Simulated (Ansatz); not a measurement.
Crystal: Te.

```xyz
4
Lattice="5.2233 0.0000 0.0000 0.0000 5.2233 0.0000 0.0000 0.0000 5.2233" Properties=species:S:1:pos:R:3 pbc="T T T"
Te    4.5704    0.6529    3.2645
Te    1.9587    1.9587    1.9587
Te    0.6529    3.2645    4.5704
Te    3.2645    4.5704    0.6529
```

The cell was built by a generator and needn't be a form met in nature.

Base run:

| Property | Result |
| --- | --- |
| Program | Ansatz 0.2.0 |
| Functional | HSE06 form with a typed share of exact exchange |
| Potentials or basis | Ansatz PAW |
| Cutoff | 420 eV (not typed: the program's choice for these potentials) |
| k mesh | 3 × 3 × 3 |
| Occupations | fermi-dirac, width 0.05 eV |
| Spin | no spin polarisation |

Its results: pressure -1.3 GPa.

Task: The run is repeated on the same cell with these changes: share of exact exchange from 0.2 to 0.1. What comes out?

Result: Pressure -0.5 GPa.

Caveats: some runs use coarse meshes; the PAW data sets come from PBE, with cores solved anew for the run's functional, which leaves a small shift of forces and pressure; the thresholds are loose for stress.
